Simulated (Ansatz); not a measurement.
# AlGeH₅ (singlet): wave-function methods side by side at distance Al2–H7 = 1.974 Å, cc-pVDZ

One table from this session's results is given with a row withheld; the runs are named, their logs left out.

Method: cc-pVDZ, core rule «outside noble gas», up to 19 orbitals frozen; program: Ansatz 0.2.0, Gaussian basis.

To be run: UHF; CCSD(T) on RHF; BCCD(T) on RHF; CISD; CCSDT(Q) on RHF; CASSCF and NEVPT2, 2 electrons in 2 orbitals; CASSCF and NEVPT2, 8 electrons in 8 orbitals.

26 further runs of the same task are left out: 1 for a mislabelled method, 18 that didn't finish, 7 set aside as unsound or not needed.

**The system**

The geometry derives from a PBE0/def2-TZVP stationary point (not a proven minimum). One bond is set to the value named and the two fragments are kept rigid. No spin-orbit coupling is included. The filled d shell of Ge may be among the frozen orbitals whatever the setting's name suggests; the logs give the count.

7 atoms, charge 0, spin multiplicity 1.

Atoms are counted from 1 here; the program's logs count them from 0.

Bond lengths: Ge1–Al2 2.479 Å, Ge1–H3 1.541 Å, Ge1–H4 1.543 Å, Ge1–H5 1.543 Å, Al2–H6 1.588 Å, Al2–H7 1.974 Å. Angles: Al2–Ge1–H3 113.9°, Al2–Ge1–H4 111.3°, Al2–Ge1–H5 111.3°, H3–Ge1–H4 106.9°, H3–Ge1–H5 106.9°, H4–Ge1–H5 106.0°, Ge1–Al2–H6 121.3°, Ge1–Al2–H7 119.4°, H6–Al2–H7 119.3°.

The first run:

in.yaml

```yaml
crystal:
  periodic: [false, false, false]
  atoms:
    - {symbol: Ge, position_ang: [0.000000, 0.004135, 0.687208]}
    - {symbol: Al, position_ang: [0.000000, 0.004261, -1.791505]}
    - {symbol: H, position_ang: [0.000000, 1.412261, 1.312142]}
    - {symbol: H, position_ang: [1.232737, -0.735515, 1.248279]}
    - {symbol: H, position_ang: [-1.232737, -0.735515, 1.248279]}
    - {symbol: H, position_ang: [0.000000, 1.361411, -2.615534]}
    - {symbol: H, position_ang: [0.000000, -1.714711, -2.761975]}
basis:
  gaussian: {orbitals: cc-pVDZ}
magnetization: {spin_polarized: true, initial_magnetization: 0}
hamiltonian: {xc: hf}
output: {orbitals: {seedname: orbitals}}
```

Run with:

```console
> ansatz run in.yaml --threads 1 --pin off --events-out ev --progress --plain --max-ram 2393MiB
```

Steps of the session up to this table: UHF; CCSD(T) on RHF; BCCD(T) on RHF; CISD; CCSDT(Q) on RHF; CASSCF and NEVPT2, 2 electrons in 2 orbitals; CASSCF and NEVPT2, 8 electrons in 8 orbitals.

One of the session's tables, all rows but one given; the rest of the session is left out.

| method | from RCCSDT(Q) (meV) |
| --- | --- |
| RHF | +6041.5 |
| RMP2 | +1415.3 |
| CISD | +694.7 |
| RCCSD | +163.4 |
| RCCSD(T) | +35.2 |
| BCCD(T) | +34.4 |
| RCCSDT | +5.0 |
| RCCSDT(Q) | 0 |
| CASSCF pair | ? |
| NEVPT2 pair | +1328.7 |
| CASSCF frontier | +4317.1 |
| NEVPT2 frontier | +1305.0 |

**Question.** Estimate the row for CASSCF pair.

As computed: from RCCSDT(Q) (meV): +5502.0. In the column «from RCCSDT(Q) (meV)» it lies between CASSCF frontier (+4317.1) and RHF (+6041.5).
